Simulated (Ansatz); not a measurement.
# CH₉N₄Ta: up Jacob's ladder to CCSD(T)

An exercise on one series of results from a longer session: the logs are not shown, and one member is left open.

Computed with Ansatz 0.2.0, Gaussian basis. Level: functionals in def2-TZVPP, the program's frozen cores in correlated methods.

The runs, in order: PBE-D4, r2SCAN-D4, PBE0-D4, B3LYP-D4, ωB97X-V, ωB97M-V, B2PLYP; CCSD(T)/def2-TZVPP; MP2/def2-QZVPP; extrapolation to the limit.

## The relaxed structure

The geometry comes from an earlier relaxation with PBE0-D4 in a triple-zeta def2 set; it is a stationary point, not always the lowest conformer. Ta takes the def2 core potential; no spin-orbit term is included.

15 atoms, charge 0, spin multiplicity 1.

Atoms are counted from 1 here; the program's logs count them from 0.

Bond lengths: C1–N2 1.417 Å, C1–H7 1.097 Å, C1–H8 1.097 Å, C1–H9 1.097 Å, N2–Ta3 1.771 Å, Ta3–N4 2.003 Å, Ta3–N5 2.003 Å, Ta3–N6 2.003 Å, N4–H10 1.010 Å, N4–H11 1.008 Å, N5–H12 1.008 Å, N5–H13 1.010 Å, N6–H14 1.008 Å, N6–H15 1.010 Å. Angles: N2–C1–H7 111.4°, N2–C1–H8 111.4°, N2–C1–H9 111.4°, H7–C1–H8 107.4°, H7–C1–H9 107.4°, H8–C1–H9 107.4°, C1–N2–Ta3 180.0°, N2–Ta3–N4 108.0°, N2–Ta3–N5 108.0°, N2–Ta3–N6 108.0°, N4–Ta3–N5 110.9°, N4–Ta3–N6 110.9°, N5–Ta3–N6 110.9°, Ta3–N4–H10 124.0°, Ta3–N4–H11 125.7°, H10–N4–H11 109.4°, Ta3–N5–H12 125.6°, Ta3–N5–H13 124.0° and more.

Set-up of the first run:

File in.yaml:

```yaml
crystal:
  periodic: [false, false, false]
  atoms:
    - {symbol: C, position_ang: [-0.928463, -1.310995, -2.012607]}
    - {symbol: N, position_ang: [-0.417591, -0.589591, -0.905222]}
    - {symbol: Ta, position_ang: [0.221018, 0.312367, 0.479243]}
    - {symbol: N, position_ang: [0.798673, 2.116859, -0.169228]}
    - {symbol: N, position_ang: [-1.239414, 0.476632, 1.839601]}
    - {symbol: N, position_ang: [1.774966, -0.709697, 1.221606]}
    - {symbol: H, position_ang: [-0.174740, -1.988851, -2.432016]}
    - {symbol: H, position_ang: [-1.796140, -1.919514, -1.729176]}
    - {symbol: H, position_ang: [-1.248407, -0.637318, -2.817146]}
    - {symbol: H, position_ang: [0.841995, 2.939973, 0.414745]}
    - {symbol: H, position_ang: [0.916903, 2.384384, -1.133972]}
    - {symbol: H, position_ang: [-2.216055, 0.285012, 1.679182]}
    - {symbol: H, position_ang: [-1.078692, 0.592559, 2.830130]}
    - {symbol: H, position_ang: [2.011210, -1.663937, 0.998224]}
    - {symbol: H, position_ang: [2.534738, -0.287893, 1.736626]}
basis:
  gaussian: {orbitals: def2-TZVPP}
hamiltonian: {xc: pbe, dispersion: d4}
output: {forces: true, orbitals: {seedname: orbitals}}
```

The run is started by

```
$ ansatz run in.yaml --threads 2 --pin off --events-out ev --progress --plain --max-ram 32768MiB --backend cuda --devices 0, --max-vram 18GiB
```

Among the steps run: PBE-D4 (GGA); r2SCAN-D4 (meta-GGA); PBE0-D4 (hybrid); B3LYP-D4 (hybrid); ωB97X-V (range-separated); ωB97M-V (range-separated); B2PLYP (double hybrid).

One table of the session follows, with a row left open; its other results are not shown here.

It belongs to the step «Frontier levels by functional». 

```
functional  HOMO (eV)  LUMO (eV)  gap (eV)
    PBE-D4      -5.30      -0.44      4.85
 r2SCAN-D4      -5.52      -0.06      5.45
   PBE0-D4      -6.55       0.26      6.81
  B3LYP-D4      -6.33      -0.05      6.28
   ωB97X-V      -8.92       1.90     10.82
   ωB97M-V          ?          ?         ?
```

**Question.** Estimate the row for ωB97M-V.

The run gave: HOMO (eV): -8.84; LUMO (eV): 1.44; gap (eV): 10.28. In the column «HOMO (eV)» it lies between ωB97X-V (-8.92) and PBE0-D4 (-6.55).
